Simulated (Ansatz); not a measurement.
**Ba+ (doublet): energies up the ladder**

Wanted for Ba+ (doublet): energies up the ladder. Charge +1. Spin multiplicity 2.

Method: the levels named in each step, in Ansatz 0.2.0.

## (1) The structure to begin with

As a file:

```xyz
1

Ba    0.0000    0.0000    0.0000
```

## (2) Single point, PBE0/def2-TZVPP

input.yaml

```yaml
crystal:
  periodic: [false, false, false]
  atoms:
    - { symbol: Ba, position_ang: [0.0, 0.0, 0.0] }
magnetization:
  spin_polarized: true
  initial_magnetization: 1
total_charge: 1
basis:
  gaussian: { orbitals: def2-TZVPP }
hamiltonian:
  xc: pbe0
```

Launch:

```sh
$ ansatz run input.yaml --threads 1 --pin off --max-ram 2560MiB --backend cpu --events-out ev --progress --plain --runs-dir out
```

After this run come: Single point, PBE/def2-TZVPP; Single point, r2SCAN/def2-TZVPP; Single point, B3LYP/def2-TZVPP; Single point, wB97M-V/def2-TZVPP; Single point, B2PLYP/def2-TZVPP; Single point, LDA/def2-TZVPP; Single point, PBE0/def2-SVP; Single point, PBE/def2-SVP.

What does the calculation give? Wanted: energy at PBE/def2-SVP.

**Answer**, as computed:

| quantity | value |
| --- | --- |
| energy at PBE/def2-SVP | -687.059 eV |

What this shows: These totals serve in differences with atoms or fragments at the same level; alone they don't rank the methods. Heavy atoms carry effective core potentials in def2 sets, and spin-orbit coupling is left out.
